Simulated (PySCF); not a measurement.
# C6H5BrO (2-bromophenol): the cost of one run

Programs: PySCF 2.14.0, with routines of our own; each step states its level. All values are computed. Atoms count from 0.

### 1 The starting structure

13 atoms, charge 0, multiplicity 1; geometry from: GFN2-xTB.

### 2 Geometry optimisation at PBE/def2-SV(P)

What the job is given:

```
{"job": {"xc": "PBE", "basis": "def2-SV(P)", "grid": 1, "kind": "geom"}, "charge": 0, "multiplicity": 1}
O      2.245762    -0.779666    -0.639501
C      0.999427    -0.387642    -0.313377
C     -0.082713    -1.143134    -0.762089
C     -1.376038    -0.775032    -0.449303
C     -1.622243     0.352429     0.317991
C     -0.563132     1.115890     0.774149
C      0.729090     0.743457     0.456233
Br     2.204860     1.799701     1.085919
H      2.898684    -0.168866    -0.261861
H      0.127126    -2.018262    -1.355823
H     -2.198704    -1.374159    -0.807564
H     -2.632601     0.639201     0.563660
H     -0.733906     1.996569     1.373837
```

Command:

```bash
> OMP_NUM_THREADS=1 python excited_run.py task.json out
```

This one command runs all jobs of the session in turn.

Q: Estimate the wall time and peak memory of this first job on 1 thread of Arm Neoverse N1, shared host.

About 92 s, with a peak of 0.63 GiB.
